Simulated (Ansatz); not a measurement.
**ClFH₂MoO₃: a ladder of functionals and wavefunction methods**

The task here is to estimate one member of a computed series from the others.

The runs use Ansatz 0.2.0, Gaussian basis; functionals in def2-TZVPP, the program's frozen cores in correlated methods.

Plan: LDA (SPW92), PBE-D4, revPBE-D4, BLYP-D4, r2SCAN-D4, B97M-V, PBE0-D4, B3LYP-D4, r2SCANh-D4, r2SCAN0-D4, HSE06-D4, BHLYP-D4, CAM-B3LYP-D4, LC-ωPBE, ωB97X-V, ωB97M-V, B2PLYP, PBE-QIDH; CCSD(T)/def2-SVP; CCSD(T)/def2-TZVPP; MP2/def2-QZVPP; extrapolation to the limit; RPA on PBE.

1 further run of the same task is left out (for a known fault of the program). Runs told in other sessions of the task aren't counted.

**The geometry**

All runs share one geometry, relaxed beforehand with PBE0-D4 in a triple-zeta def2 set. Mo takes the def2 core potential; no spin-orbit term is included.

SMILES `[O]=[Mo]([OH])([OH])([F])[Cl]`, 8 atoms, charge 0, spin multiplicity 1.

Atoms are counted from 1 here; the program's logs count them from 0.

Bond lengths: O1–Mo2 1.650 Å, Mo2–O3 1.897 Å, Mo2–O4 1.848 Å, Mo2–F5 1.872 Å, Mo2–Cl6 2.277 Å, O3–H7 0.964 Å, O4–H8 0.963 Å. Angles: O1–Mo2–O3 113.5°, O1–Mo2–O4 100.7°, O1–Mo2–F5 100.1°, O1–Mo2–Cl6 110.2°, O3–Mo2–O4 84.0°, O3–Mo2–F5 81.0°, O3–Mo2–Cl6 136.0°, O4–Mo2–F5 158.0°, O4–Mo2–Cl6 93.3°, F5–Mo2–Cl6 86.5°, Mo2–O3–H7 113.6°, Mo2–O4–H8 126.1°.

Set-up of the first run:

Contents of in.yaml:

```yaml
crystal:
  periodic: [false, false, false]
  atoms:
    - {symbol: O, position_ang: [-0.208401, 0.526940, 1.911363]}
    - {symbol: Mo, position_ang: [-0.152885, 0.310604, 0.277044]}
    - {symbol: O, position_ang: [1.297429, -0.770996, -0.292514]}
    - {symbol: O, position_ang: [-1.131251, -1.248084, 0.105246]}
    - {symbol: F, position_ang: [1.055698, 1.661342, -0.190759]}
    - {symbol: Cl, position_ang: [-1.747931, 1.579134, -0.737430]}
    - {symbol: H, position_ang: [2.100716, -0.272103, -0.477987]}
    - {symbol: H, position_ang: [-1.121174, -1.843938, -0.650866]}
basis:
  gaussian: {orbitals: def2-TZVPP}
hamiltonian: {xc: lda}
output: {orbitals: {seedname: orbitals}}
```

The run is started by

```bash
$ ansatz run in.yaml --threads 4 --pin off --events-out ev --progress --plain --max-ram 11315MiB
```

Among the steps run: LDA; PBE-D4 (GGA); revPBE-D4 (GGA); BLYP-D4 (GGA); r2SCAN-D4 (meta-GGA); B97M-V (meta-GGA); B3LYP-D4 (hybrid); r2SCANh-D4 (hybrid); r2SCAN0-D4 (hybrid); HSE06-D4 (hybrid); BHLYP-D4 (hybrid); CAM-B3LYP-D4 (range-separated); LC-ωPBE (range-separated); ωB97X-V (range-separated); ωB97M-V (range-separated); B2PLYP (double hybrid); PBE-QIDH (double hybrid).

One of the session's tables, all rows but one given; the rest of the session is left out.

It belongs to the step «Orbital energies across the functionals». 

```
  functional  HOMO (eV)  LUMO (eV)  gap (eV)
 LDA (SPW92)      -8.12      -5.09      3.03
      PBE-D4      -7.91      -4.86      3.06
   revPBE-D4      -7.84      -4.76      3.08
     BLYP-D4      -7.78      -4.77      3.01
   r2SCAN-D4      -8.30      -4.92      3.38
      B97M-V          ?          ?         ?
     PBE0-D4      -9.40      -4.23      5.17
    B3LYP-D4      -9.13      -4.45      4.68
  r2SCANh-D4      -8.85      -4.66      4.19
  r2SCAN0-D4      -9.67      -4.26      5.41
    HSE06-D4      -9.00      -4.60      4.39
    BHLYP-D4     -10.76      -3.42      7.34
CAM-B3LYP-D4     -10.78      -3.19      7.59
     LC-ωPBE     -12.16      -2.02     10.13
     ωB97X-V     -11.78      -2.09      9.70
     ωB97M-V     -11.65      -2.09      9.56
```

**Question.** Estimate the row for B97M-V.

As computed: HOMO (eV): -8.38; LUMO (eV): -4.89; gap (eV): 3.48. In the column «HOMO (eV)» it lies between r2SCANh-D4 (-8.85) and r2SCAN-D4 (-8.30).
